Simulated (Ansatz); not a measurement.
# ScPd: how the settings move a relaxation, part 2 of 2

How sensitive is a relaxation of ScPd to its settings? A reference run comes first, then two runs with altered input.

Ansatz 0.2.0; reference level DFT, PBEsol, PAW with Ansatz's default frozen-core files, scalar-relativistic; relaxation of cell and atoms. Earlier steps stand in the parts before.

### 4 Changing settings: xc r2scan, ecutwfc 29.4 Ry

input.yaml

```yaml
crystal:
  lattice:
    - [3.26669463914, 0.0, 0.0]
    - [0.0, 3.26669463914, 0.0]
    - [0.0, 0.0, 3.26669463914]
  atoms:
    - { symbol: Sc, position: [0.5, 0.5, 0.5] }
    - { symbol: Pd, position: [0.0, 0.0, 0.0] }
kpoints:
  mp_grid: { grid: [14, 14, 14] }
scf:
  occupations: { method: fermi_dirac, width: 0.1 }
hamiltonian:
  xc: r2scan
  pseudopotentials: { kind: paw }
relax:
  f_tol: 0.002
  max_steps: 80
  cell: { p_target: 5 }
output:
  forces: true
  stress: true
  write_density: true
  write_potential: true
  elf: true
  volumetric_format: npy
basis:
  ecutwfc: "29.4 Ry"
```

Command:

```
> ansatz run input.yaml --threads 1 --pin off --max-ram 2560MiB --backend cpu --events-out ev --progress --plain --runs-dir out
```

Log:

```text
Warning: basis.ecutwfc = 400.00737781602356 eV is below the records' recommended 500 eV, and the density's cutoff is lower with it unless basis.ecutrho_ratio is high enough to keep the records' density cutoff: compare with a run at a higher cutoff
Engine: ansatz 0.2.0
Pseudopotentials: kind: paw
Pseudopotential: Sc, paw, valence charge 11, recommended cutoff 500 eV (meta_gga), Sc.paw.azcp
Pseudopotential: Pd, paw, valence charge 18, recommended cutoff 500 eV (meta_gga), Pd.paw.azcp
Functional definition: r2SCAN
  parameter k0 = 0.174
  parameter k1 = 0.065
  parameter a1 = 4.9479
  exchange = r2scan_x(k0 = k0, k1 = k1, a1 = a1)
  correlation = r2scan_c
Crystal: 2 atoms, lattice volume = 34.860 Å³
Basis set: ecut = 400.00737781602356 eV, 619 PW (Γ), exchange–correlation on 96×96×96 points (64 copies of the dense FFT grid, shifted against one another)
Bands: 19, of which v1, the nominal top of the filled ones, is band 15 counted from 1 (14 counted from 0)
Symmetry: 48 space group operations
Space group: Pm-3m (ITA 221), of the structure as read, at distance tolerance 3.3e-5 Å
k-points: 120 of 2744
Non-local potential: Sc, projectors of the file, l = 0: 3, l = 1: 2, l = 2: 3, l = 3: 1
Non-local potential: Pd, projectors of the file, l = 0: 2, l = 1: 2, l = 2: 2, l = 3: 1
PAW form: soft (Blöchl's): semilocal exchange-correlation on the pseudo side does not see the compensation charge
PAW frozen core: Sc, regenerated for the run's functional (the file was generated under x = pbe(κ = 0.804, μ = 0.2195149727645171), c = pbe(β = 0.06672455060314922))
PAW frozen core: Pd, regenerated for the run's functional (the file was generated under x = pbe(κ = 0.804, μ = 0.2195149727645171), c = pbe(β = 0.06672455060314922))
PAW one-centre angular grid: Sc, 590 points (default); XC on 160 Gauss nodes
PAW one-centre angular grid: Pd, 590 points (default); XC on 160 Gauss nodes
Initial density: superposition of atomic densities (neutral atoms: chi_scale 0, normalization atom), corrected by the library's trained network
Initial wavefunctions: pseudopotential atomic-orbital guess
Functional: x = r2scan, c = r2scan; τ floored in thin density (d = 2e-4 eV/Å³)
SCF iter   1: F=—  HF=-9128.153978 eV  |F-HF|=—  |Δ(HF+E_count)|=         —  Δρ=1.70e-2  dr2=1.68e-1  dr2_τ=2.23e-2  ethr=1.77e-3  ⟨swp⟩=4.9  Hψ=9188  notcnv=0
preconditioner: auto → none  [metal: Δε(μ)=0.052 eV  Ē_g=5.869 eV  σ=0.100 eV  W_gap=0.13  n_scr=6 (ndim 8)  ℏωp=22.7 eV  f_vac=0.000  D(μ)=0.99/eV (n_scr^D=6)  sad-step TF]
SCF iter   2: F=—  HF=-9128.177280 eV  |F-HF|=—  |Δ(HF+E_count)|=   2.33e-2  Δρ=7.35e-3  dr2=1.64e-2  dr2_τ=2.95e-3  ethr=5.80e-4  ⟨swp⟩=2.0  Hψ=3679  notcnv=0
SCF iter   3: F=—  HF=-9128.174994 eV  |F-HF|=—  |Δ(HF+E_count)|=   2.29e-3  Δρ=2.24e-3  dr2=1.64e-3  dr2_τ=3.11e-4  ethr=5.65e-5  ⟨swp⟩=2.6  Hψ=4362  notcnv=0
SCF iter   4: F=—  HF=-9128.175268 eV  |F-HF|=—  |Δ(HF+E_count)|=   2.75e-4  Δρ=1.63e-3  dr2=8.40e-4  dr2_τ=7.80e-5  ethr=5.64e-6  ⟨swp⟩=2.1  Hψ=3139  notcnv=0
SCF iter   5: F=—  HF=-9128.175293 eV  |F-HF|=—  |Δ(HF+E_count)|=   2.50e-5  Δρ=2.88e-4  dr2=1.51e-5  dr2_τ=1.86e-6  ethr=2.90e-6  ⟨swp⟩=2.1  Hψ=3185  notcnv=0
SCF iter   6: F=—  HF=-9128.175312 eV  |F-HF|=—  |Δ(HF+E_count)|=   1.91e-5  Δρ=5.49e-5  dr2=1.91e-6  dr2_τ=8.99e-8  ethr=5.21e-8  ⟨swp⟩=2.1  Hψ=3846  notcnv=0
SCF iter   7: F=-9128.175312 eV  HF=-9128.175312 eV  |F-HF|=2.68e-9  |Δ(HF+E_count)|=   2.78e-7  Δρ=8.00e-6  dr2=2.06e-8  dr2_τ=1.37e-9  ethr=3.45e-10  ⟨swp⟩=5.9  Hψ=12821  notcnv=0
SCF 1 converged in 7 iterations: F = -9128.175312 eV  dr2 = 2.06e-8
relax step   1: F+E_penalty+E_count = -9128.17531214 eV  Δ(F+E_penalty+E_count) = +0.000e0 eV  max|allowed force component| = 4.049e-29 eV/Å  Δτ_max = 0.0000 Å  P = +3.201 GPa  Ω = 34.860 Å³  (7 SCF iters, dr2 threshold 1.00e-7 eV, accepted)
Crystal: 2 atoms, lattice volume = 33.694 Å³
Initial density: handed on by an earlier stage of this run
Initial wavefunctions: those handed on with the density
iter 1 solved again at ethr=2.46e-4 eV; its pass at ethr=3.10e-3 eV (dr2=7.13e-2 eV) is discarded
SCF iter   1: F=—  HF=-9128.095231 eV  |F-HF|=—  |Δ(HF+E_count)|=         —  Δρ=1.08e-2  dr2=6.70e-2  dr2_τ=2.90e-2  ethr=2.46e-4  ⟨swp⟩=1.0  Hψ=11598  notcnv=0
preconditioner: auto → none  [metal: Δε(μ)=0.089 eV  Ē_g=5.665 eV  σ=0.100 eV  W_gap=0.21  n_scr=6 (ndim 8)  ℏωp=23.1 eV  f_vac=0.000  D(μ)=1.07/eV (n_scr^D=6)]
SCF iter   2: F=—  HF=-9128.171537 eV  |F-HF|=—  |Δ(HF+E_count)|=   7.63e-2  Δρ=2.08e-2  dr2=2.01e-1  dr2_τ=1.47e-2  ethr=2.31e-4  ⟨swp⟩=2.0  Hψ=4422  notcnv=0  recentre
SCF iter   3: F=—  HF=-9128.135773 eV  |F-HF|=—  |Δ(HF+E_count)|=   3.58e-2  Δρ=1.78e-3  dr2=4.89e-4  dr2_τ=5.46e-5  ethr=2.31e-4  ⟨swp⟩=2.1  Hψ=4305  notcnv=0
SCF iter   4: F=—  HF=-9128.136015 eV  |F-HF|=—  |Δ(HF+E_count)|=   2.42e-4  Δρ=1.57e-3  dr2=1.05e-3  dr2_τ=4.12e-5  ethr=1.68e-6  ⟨swp⟩=2.0  Hψ=4106  notcnv=0
SCF iter   5: F=—  HF=-9128.135854 eV  |F-HF|=—  |Δ(HF+E_count)|=   1.61e-4  Δρ=7.05e-4  dr2=2.30e-4  dr2_τ=8.11e-6  ethr=1.68e-6  ⟨swp⟩=2.2  Hψ=2787  notcnv=0
SCF iter   6: F=—  HF=-9128.135817 eV  |F-HF|=—  |Δ(HF+E_count)|=   3.70e-5  Δρ=8.69e-5  dr2=2.72e-6  dr2_τ=1.08e-7  ethr=7.94e-7  ⟨swp⟩=2.3  Hψ=2824  notcnv=0
SCF iter   7: F=—  HF=-9128.135820 eV  |F-HF|=—  |Δ(HF+E_count)|=   3.31e-6  Δρ=9.18e-6  dr2=4.90e-8  dr2_τ=1.76e-9  ethr=6.90e-10  ⟨swp⟩=5.8  Hψ=13397  notcnv=0
SCF iter   8: F=-9128.135820 eV  HF=-9128.135820 eV  |F-HF|=1.77e-9  |Δ(HF+E_count)|=   7.08e-9  Δρ=2.45e-6  dr2=2.13e-9  dr2_τ=9.65e-11  ethr=1.69e-10  ⟨swp⟩=5.1  Hψ=10897  notcnv=0
SCF 2 converged in 8 iterations: F = -9128.135820 eV  dr2 = 2.13e-9
relax step   2: F+E_penalty+E_count = -9128.13582016 eV  Δ(F+E_penalty+E_count) = +3.949e-2 eV  max|allowed force component| = 4.207e-30 eV/Å  Δτ_max = 0.0000 Å  P = +8.111 GPa  Ω = 33.694 Å³  energy of the carried Pulay correction = +1.130e-3 eV  (8 SCF iters, dr2 threshold 2.00e-7 eV, rejected (line search))
Crystal: 2 atoms, lattice volume = 34.424 Å³
iter 1 solved again at ethr=8.89e-5 eV; its pass at ethr=3.10e-3 eV (dr2=2.58e-2 eV) is discarded
SCF iter   1: F=—  HF=-9128.147966 eV  |F-HF|=—  |Δ(HF+E_count)|=         —  Δρ=6.85e-3  dr2=2.69e-2  dr2_τ=1.18e-2  ethr=8.89e-5  ⟨swp⟩=1.0  Hψ=11456  notcnv=0
preconditioner: auto → none  [metal: Δε(μ)=0.100 eV  Ē_g=5.721 eV  σ=0.100 eV  W_gap=0.25  n_scr=6 (ndim 8)  ℏωp=22.8 eV  f_vac=0.000  D(μ)=1.00/eV (n_scr^D=6)]
SCF iter   2: F=—  HF=-9128.179736 eV  |F-HF|=—  |Δ(HF+E_count)|=   3.18e-2  Δρ=1.40e-2  dr2=9.48e-2  dr2_τ=6.62e-3  ethr=8.89e-5  ⟨swp⟩=2.0  Hψ=4340  notcnv=0  recentre
SCF iter   3: F=—  HF=-9128.164684 eV  |F-HF|=—  |Δ(HF+E_count)|=   1.51e-2  Δρ=1.08e-3  dr2=2.08e-4  dr2_τ=1.50e-5  ethr=8.89e-5  ⟨swp⟩=2.1  Hψ=4090  notcnv=0
SCF iter   4: F=—  HF=-9128.164673 eV  |F-HF|=—  |Δ(HF+E_count)|=   1.13e-5  Δρ=2.97e-4  dr2=2.21e-5  dr2_τ=4.25e-6  ethr=7.17e-7  ⟨swp⟩=2.0  Hψ=4250  notcnv=0
SCF iter   5: F=—  HF=-9128.164680 eV  |F-HF|=—  |Δ(HF+E_count)|=   7.58e-6  Δρ=2.36e-4  dr2=1.81e-5  dr2_τ=5.08e-7  ethr=7.63e-8  ⟨swp⟩=2.4  Hψ=3480  notcnv=0
SCF iter   6: F=—  HF=-9128.164674 eV  |F-HF|=—  |Δ(HF+E_count)|=   6.32e-6  Δρ=8.63e-5  dr2=2.23e-6  dr2_τ=1.06e-7  ethr=6.25e-8  ⟨swp⟩=2.4  Hψ=3478  notcnv=0
SCF iter   7: F=—  HF=-9128.164674 eV  |F-HF|=—  |Δ(HF+E_count)|=   4.83e-7  Δρ=3.26e-5  dr2=3.12e-7  dr2_τ=1.23e-8  ethr=7.68e-9  ⟨swp⟩=2.6  Hψ=3428  notcnv=0
SCF iter   8: F=—  HF=-9128.164673 eV  |F-HF|=—  |Δ(HF+E_count)|=   6.61e-8  Δρ=1.08e-6  dr2=4.07e-10  dr2_τ=3.65e-11  ethr=1.08e-9  ⟨swp⟩=2.7  Hψ=4364  notcnv=0
SCF iter   9: F=-9128.164673 eV  HF=-9128.164673 eV  |F-HF|=0.00e0  |Δ(HF+E_count)|=  5.46e-11  Δρ=3.92e-8  dr2=2.98e-13  dr2_τ=8.34e-14  ethr=1.00e-12  ⟨swp⟩=3.9  Hψ=10339  notcnv=0
SCF 3 converged in 9 iterations: F = -9128.164673 eV  dr2 = 2.98e-13
relax step   3: F+E_penalty+E_count = -9128.16467347 eV  Δ(F+E_penalty+E_count) = +1.064e-2 eV  max|allowed force component| = 5.374e-30 eV/Å  Δτ_max = 0.0000 Å  P = +4.940 GPa  Ω = 34.424 Å³  energy of the carried Pulay correction = +4.184e-4 eV  (9 SCF iters, accepted)
Crystal: 2 atoms, lattice volume = 34.409 Å³
iter 1 solved again at ethr=3.63e-8 eV; its pass at ethr=3.10e-3 eV (dr2=1.05e-5 eV) is discarded
SCF iter   1: F=—  HF=-9128.164216 eV  |F-HF|=—  |Δ(HF+E_count)|=         —  Δρ=1.38e-4  dr2=1.11e-5  dr2_τ=4.78e-6  ethr=3.63e-8  ⟨swp⟩=1.0  Hψ=9384  notcnv=0
preconditioner: auto → none  [metal: Δε(μ)=0.094 eV  Ē_g=5.654 eV  σ=0.100 eV  W_gap=0.23  n_scr=6 (ndim 8)  ℏωp=22.8 eV  f_vac=0.000  D(μ)=1.02/eV (n_scr^D=6)]
SCF iter   2: F=—  HF=-9128.164233 eV  |F-HF|=—  |Δ(HF+E_count)|=   1.70e-5  Δρ=2.78e-4  dr2=3.70e-5  dr2_τ=2.61e-6  ethr=3.63e-8  ⟨swp⟩=2.0  Hψ=3971  notcnv=0  recentre
SCF iter   3: F=—  HF=-9128.164220 eV  |F-HF|=—  |Δ(HF+E_count)|=   1.32e-5  Δρ=2.33e-5  dr2=8.67e-8  dr2_τ=7.69e-9  ethr=3.63e-8  ⟨swp⟩=2.0  Hψ=3082  notcnv=0
SCF iter   4: F=—  HF=-9128.164224 eV  |F-HF|=—  |Δ(HF+E_count)|=   3.37e-6  Δρ=1.87e-5  dr2=1.15e-7  dr2_τ=5.80e-9  ethr=3.15e-11  ⟨swp⟩=7.0  Hψ=12338  notcnv=0
SCF iter   5: F=—  HF=-9128.164224 eV  |F-HF|=—  |Δ(HF+E_count)|=   3.07e-8  Δρ=8.70e-6  dr2=2.65e-8  dr2_τ=9.70e-10  ethr=2.99e-10  ⟨swp⟩=2.5  Hψ=3549  notcnv=0
SCF iter   6: F=-9128.164224 eV  HF=-9128.164224 eV  |F-HF|=5.07e-10  |Δ(HF+E_count)|=   5.61e-9  Δρ=1.51e-6  dr2=7.12e-10  dr2_τ=3.19e-11  ethr=3.15e-11  ⟨swp⟩=6.3  Hψ=10798  notcnv=0
SCF 4 converged in 6 iterations: F = -9128.164224 eV  dr2 = 7.12e-10
relax step   4: F+E_penalty+E_count = -9128.16422355 eV  Δ(F+E_penalty+E_count) = +4.499e-4 eV  max|allowed force component| = 1.933e-29 eV/Å  Δτ_max = 0.0000 Å  P = +5.001 GPa  Ω = 34.409 Å³  energy of the carried Pulay correction = +4.328e-4 eV  (6 SCF iters, dr2 threshold 9.13e-9 eV, accepted)
Initial wavefunctions: pseudopotential atomic-orbital guess (no wavefunctions were taken with the density)
iter 1 solved again at ethr=2.60e-8 eV; its pass at ethr=3.10e-3 eV (dr2=7.53e-6 eV) is discarded
SCF iter   1: F=—  HF=-9128.163767 eV  |F-HF|=—  |Δ(HF+E_count)|=         —  Δρ=4.99e-5  dr2=1.22e-7  dr2_τ=5.35e-7  ethr=2.60e-8  ⟨swp⟩=3.0  Hψ=15036  notcnv=0
preconditioner: auto → none  [metal: Δε(μ)=0.094 eV  Ē_g=5.656 eV  σ=0.100 eV  W_gap=0.23  n_scr=6 (ndim 8)  ℏωp=22.8 eV  f_vac=0.000  D(μ)=1.02/eV (n_scr^D=6)]
SCF iter   2: F=—  HF=-9128.163769 eV  |F-HF|=—  |Δ(HF+E_count)|=   1.98e-6  Δρ=2.45e-5  dr2=3.75e-8  dr2_τ=1.98e-8  ethr=4.19e-10  ⟨swp⟩=2.1  Hψ=3995  notcnv=0
SCF iter   3: F=—  HF=-9128.163769 eV  |F-HF|=—  |Δ(HF+E_count)|=   5.48e-8  Δρ=2.07e-5  dr2=2.09e-7  dr2_τ=1.24e-8  ethr=1.29e-10  ⟨swp⟩=2.0  Hψ=3132  notcnv=0  recentre
SCF iter   4: F=—  HF=-9128.163769 eV  |F-HF|=—  |Δ(HF+E_count)|=   3.43e-8  Δρ=2.89e-6  dr2=8.39e-10  dr2_τ=3.93e-10  ethr=1.29e-10  ⟨swp⟩=2.0  Hψ=3913  notcnv=0
SCF iter   5: F=—  HF=-9128.163769 eV  |F-HF|=—  |Δ(HF+E_count)|=  5.02e-10  Δρ=1.07e-6  dr2=1.15e-10  dr2_τ=5.78e-11  ethr=2.89e-12  ⟨swp⟩=2.2  Hψ=3260  notcnv=0
SCF iter   6: F=-9128.163769 eV  HF=-9128.163769 eV  |F-HF|=1.82e-12  |Δ(HF+E_count)|=  1.16e-10  Δρ=1.20e-7  dr2=1.42e-12  dr2_τ=7.62e-13  ethr=1.00e-12  ⟨swp⟩=4.0  Hψ=9318  notcnv=0
SCF 5 converged in 6 iterations: F = -9128.163769 eV  dr2 = 1.42e-12
relax step   5: F+E_penalty+E_count = -9128.16376869 eV  Δ(F+E_penalty+E_count) = +4.549e-4 eV  max|allowed force component| = 1.683e-29 eV/Å  Δτ_max = 0.0000 Å  P = +5.007 GPa  Ω = 34.409 Å³  stress off target by 7.35e-3 GPa  SCF on the basis re-selected at this cell (its energy is not comparable with the rows above)  (6 SCF iters)
basis re-selected at this cell: Δ(F+E_penalty+E_count) = +4.549e-4 eV, ΔP = +0.006 GPa vs the last step (what re-selecting the basis moved, of the pressure what is left beyond the Pulay correction that the steps carried, after the strain that the cell walked since its last selection, with what the two solves' SCF thresholds leave and, on support functions, any second-order correction that the steps lacked; it is no measure of the basis error at this ecutwfc). This SCF's stress stands 7.35e-3 GPa from its target on what of the cell is left free (relax.cell.stress_tol is 5.00e-2 GPa) and its largest allowed force component is 1.68e-29 eV/Å (relax.f_tol is 2.00e-3 eV/Å): within both
SCF converged after 6 iterations
Free energy (F): -9128.163769 eV
Harris-Foulkes:  -9128.163769 eV  (|F-HF|=1.82e-12)
Internal energy: -9128.128067 eV  (E = F + TS)
E sigma→0 (E₀):  -9128.145918 eV
Entropy (-TS):   -0.035702 eV (-17.851 meV/atom)
Fermi energy:    16.076745 eV
--- Per-component energies (eV) ---
  E_band       = -351.501748
  E_kinetic    = 778.975328
  E_local      = -2806.245152  (includes V_loc(G=0)·N_el)
  E_nonlocal   = 296.216379
  E_hartree    = 1099.543491
  E_xc         = -262.792961
  E_vxc        = -378.539892  (∫ρ·V_xc dr)
  E_paw        = -4735.284179  (= ΣΔE_a)
  E_vpaw       = -468.301347  (= ΣTr[D̂ρ^β])
  E_aug_tail   = 0.000376  (compensation charges beyond the density's cutoff)
  E_vtau       = 27.305600  (kinetic-family band-sum trace: ∫τ·v_τ [+ j·A + Jᵃ·Aᵃ] dr)
  E_ewald      = -3497.850771
  E_core_change = -0.690578  (= ΣΔE_core)
  E_smearing   = -0.035702  (= −TS)
  E_closure    = 0.000000  (closes the sum)
  Σ components = -9128.163769   (vs F -9128.163769, Δ=0.00e0)
--- Forces (eV/Å), atoms counted from 1 ---
  atom   1  Sc     0.00000000     0.00000000     0.00000000
  atom   2  Pd     0.00000000     0.00000000    -0.00000000
  max |Σ_I F_I| component: 3.37e-29 eV/Å
--- Stress (GPa, compression-positive) ---
        5.007353      -0.000000       0.000000
       -0.000000       5.007353      -0.000000
        0.000000      -0.000000       5.007353
  P = ⅓ Tr σ = 5.0074 GPa (50.074 kbar)
--- Band table (eV; the first three rows and the last of 120) ---
  k-point 0: bands = ["-71.4343", "-36.3061", "-36.3061", "-36.3061", "-35.9556", "-13.4880", "-13.4880", "-13.4880", "8.7917", "10.9045", "10.9045", "12.9059", "12.9059", "12.9059", "17.4202", "17.4202", "19.5847", "19.5847", "19.5847"]
  k-point 1: bands = ["-71.4342", "-36.3114", "-36.3059", "-36.3059", "-35.9509", "-13.5004", "-13.4874", "-13.4874", "8.8861", "10.9354", "10.9576", "12.8883", "12.8883", "12.9191", "17.3658", "17.4329", "19.4186", "19.4186", "19.5595"]
  k-point 2: bands = ["-71.4340", "-36.3259", "-36.3055", "-36.3055", "-35.9384", "-13.5348", "-13.4855", "-13.4855", "9.1624", "11.0247", "11.1113", "12.8396", "12.8396", "12.9565", "17.2106", "17.4466", "19.0209", "19.0209", "19.4885"]
  k-point 119: bands = ["-71.4286", "-36.3365", "-36.3365", "-36.3365", "-35.8923", "-13.6729", "-13.6729", "-13.6729", "11.6693", "11.6693", "11.6693", "13.9250", "13.9250", "14.7980", "14.7980", "14.7980", "20.0562", "20.0562", "22.2215"]
--- Relaxed structure (4 steps of the walk, 3 accepted, 1 SCFs on fresh bases) ---
  F+E_penalty+E_count = -9128.16376869 eV   max|allowed force component| = 1.683e-29 eV/Å   (the final SCF, on the basis selected at the relaxed cell)
  cell:  # Å, volume = 34.4087 Å³
    - [3.2525403758540654, -5.4568015090971685e-34, -9.629649721936178e-35]
    - [-5.4568015090971685e-34, 3.2525403758540654, 0.0]
    - [-9.629649721936178e-35, 0.0, 3.2525403758540654]
  atoms:
    - { symbol: Sc, position: [0.49999999999999994, 0.49999999999999994, 0.49999999999999994] }
    - { symbol: Pd, position: [-6.088178599192811e-47, 8.098953182412455e-48, 7.819678934743061e-48] }
```

Run time: 24 s. Hardware: 1 thread of Intel Xeon Platinum 8488C (Sapphire Rapids), shared host; peak memory 0.51 GiB.

A change of functional puts the total energy on another scale; the final volume goes from 33.58 to 34.41 Å³. The cutoff changed too. The cutoff is under what these potentials recommend, as the log warns, so basis error is mixed in. Cost: 36 SCF cycles against 33, 24 s against 14 s.

### 5 Comparison

This closing draws on all 2 parts.

```tsv
run	ending	energy change	pressure (GPa)	gap (eV)	force (eV/Å)	cycles	time
reference	converged	-	5.0	0.00	0.00	33	14 s
1: xc lda	converged	not comparable	5.0	0.00	0.00	43	16 s
2: xc r2scan, ecutwfc 29.4 Ry	converged	not comparable	5.0	0.00	0.00	36	24 s
```

**Reading.** Run 2 ran under the cutoff that the potentials recommend, as the log warns, so basis error is mixed into its values.
